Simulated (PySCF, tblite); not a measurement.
# CH7NPSi4 radical: geometry, infrared bands and EPR parameters

Wanted: the infrared bands and EPR parameters of CH7NPSi4 radical (`N#C[Si]1[SiH2][SiH](P)[SiH2]1`), by calculation.

Programs: tblite 0.8.0 and PySCF 2.14.0, with density-fitted response routines of our own. Each step states its level of theory. These are calculated values for one molecule in the gas phase, unless marked as measured. Atoms are numbered from 0 throughout.

## Step 1: Starting geometry

14 atoms, charge 0, multiplicity 2; geometry from: force field or distance geometry start.

Bonds of the start (Å): N0–C1 1.19, C1–Si2 1.80, Si2–Si3 2.26, Si3–Si4 2.24, Si4–P5 2.20, Si4–Si6 2.23, Si6–Si2 2.25, Si3–H7 1.47, Si3–H8 1.45, Si4–H9 1.47, P5–H10 1.45, P5–H11 1.47, Si6–H12 1.46, Si6–H13 1.47.

## Step 2: Relaxing the molecule with GFN2-xTB

The job: settings as JSON, then the geometry in Å.

```
{"job": {"kind": "relax", "xc": "GFN2-xTB", "basis": "xTB"}, "charge": 0, "multiplicity": 2}
N      4.043200     0.986600     1.230500
C      2.889400     0.712700     1.152100
Si     1.142900     0.275200     1.036500
Si    -0.014000     1.532200    -0.447700
Si    -1.146900    -0.340000    -0.933300
P     -2.744200    -0.728900     0.529300
Si     0.717200    -1.432700    -0.370600
H      0.813700     2.008900    -1.559100
H     -0.838400     2.527300     0.206600
H     -1.527600    -0.470800    -2.344900
H     -3.318900     0.521500     0.998000
H     -2.107400    -1.359100     1.700200
H      0.428200    -2.711800     0.273300
H      1.662200    -1.521400    -1.492900
```

On the command line:

```bash
$ OMP_NUM_THREADS=1 python probes_run.py task.json out
```

One launch serves the whole session: the jobs run in the order shown.

**Question.** This job is followed by: GFN2-xTB harmonic vibrations, gas phase; UKS B3LYP, pcH-1 on C H N P Si, non-relativistic, mean-field spin-orbit, GIAO. What will the session give for the following? strongest single infrared mode (GFN2-xTB); zero-point energy (GFN2-xTB); g(iso) (B3LYP); ⟨S²⟩; largest a(iso) (averaged by class); potential on the surface of density 0.002 e/bohr³, 1st and 99th percentile.

The runs gave:

| quantity | value |
| --- | --- |
| strongest single infrared mode (GFN2-xTB) | 817 cm⁻¹, 530 km/mol |
| zero-point energy (GFN2-xTB) | 42.1 kcal/mol |
| g(iso) (B3LYP) | 2.00463 |
| ⟨S²⟩ | 0.755 (exact 0.75) |
| largest a(iso) (averaged by class) | 29Si on Si2, -328.2 MHz |
| potential on the surface of density 0.002 e/bohr³, 1st and 99th percentile | -1.69 V and 1.58 V |

In words: Over 108 steps the energy fell by 1.436 eV; of the close pairs, Si3–Si4 changed most, 2.242 to 2.381 Å. All 36 modes are real, so the xTB geometry is a minimum. The strongest single mode, at 817 cm⁻¹, is carried by H12, H13, H8, H7. GFN2-xTB is a fitted tight-binding method: band positions and strengths are rough. Its intensities can rank the bands wrongly. Si2 carries the largest spin population, 0.85 e. The isotropic g lies 2.3 ppt above the free-electron value. These values are for one conformer; the search (at its own cheap level) found 2 more, at 0.01, 1.36 kcal/mol (those within 0.05 may be mirror or relabelled copies), and measured spectra average over such forms.
